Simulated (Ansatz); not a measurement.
# Cs4Sb: the cost of one run

Computed with Ansatz 0.2.0 (DFT r2SCAN, scalar-relativistic, plane waves, PAW).

3 further runs of the same task are left out: 1 that didn't finish, 2 set aside as unsound or not needed.

## 1. The structure to begin with

The structure is cubic, space group Im-3m (No. 229). The conventional cell has a = 9.211 Å, b = 9.211 Å, c = 9.211 Å, α = 90.00°, β = 90.00°, γ = 90.00°. Cs (site symmetry -3m) has 2 Sb at 3.99 Å as nearest neighbours. Around Sb (site symmetry m-3m) lie 8 Cs at 3.99 Å.

Coordinates:

```xyz
5
Lattice="-4.6054 4.6054 4.6054 4.6054 -4.6054 4.6054 4.6054 4.6054 -4.6054" Properties=species:S:1:pos:R:3 pbc="T T T"
Cs    2.3027    2.3027    2.3027
Cs    2.3027    2.3027   -2.3027
Cs    2.3027   -2.3027    2.3027
Cs   -2.3027    2.3027    2.3027
Sb    0.0000    0.0000    0.0000
```

The cell was relaxed beforehand at this level, from a generated guess; it is a trial structure. At a tolerance of 0.05 Å it has space group Im-3m (No. 229); it has 78.14 Å³/atom, an uncorrected energy of -0.20 eV/atom over the elements and, on its mesh, gap none (metal).

## 2. Level of theory: r2SCAN

File input.yaml:

```yaml
crystal:
  lattice:
    - [-4.605362, 4.605362, 4.605362]
    - [4.605362, -4.605362, 4.605362]
    - [4.605362, 4.605362, -4.605362]
  atoms:
    - { symbol: Cs, position: [0.5, 0.5, 0.5] }
    - { symbol: Cs, position: [0.0, 0.0, 0.5] }
    - { symbol: Cs, position: [0.0, 0.5, 0.0] }
    - { symbol: Cs, position: [0.5, 0.0, 0.0] }
    - { symbol: Sb, position: [0.0, 0.0, 0.0] }
basis:
  ecutwfc: 500
kpoints:
  mp_grid: { grid: [6, 6, 6] }
  band_path:
    path:
      - [[0.0, 0.0, 0.0], [0.5, -0.5, 0.5], [0.0, 0.0, 0.5], [0.0, 0.0, 0.0], [0.25, 0.25, 0.25], [0.5, -0.5, 0.5]]
      - [[0.25, 0.25, 0.25], [0.0, 0.0, 0.5]]
    npoints: 14
hamiltonian:
  xc: r2scan
scf:
  occupations: { method: gaussian, width: 0.1 }
  n_extra_bands: 12
output:
  forces: true
  stress: true
  eigenvalues: true
  populations: true
  dos: { projected: true, de: 0.02, nscf_kmesh: { grid: [8, 8, 8] } }
  bader: true
  write_density: true
  write_potential: true
  elf: true
  volumetric_format: npy
```

Launch:

```sh
$ ansatz run input.yaml --threads 1 --pin off --max-ram 3072MiB --backend cpu --events-out ev --progress --plain --runs-dir out
```

**Question.** How long does this run take on 1 thread of Arm Neoverse V2, shared host, and how much memory does it need?

About 2 min, with a peak of 1.7 GiB.
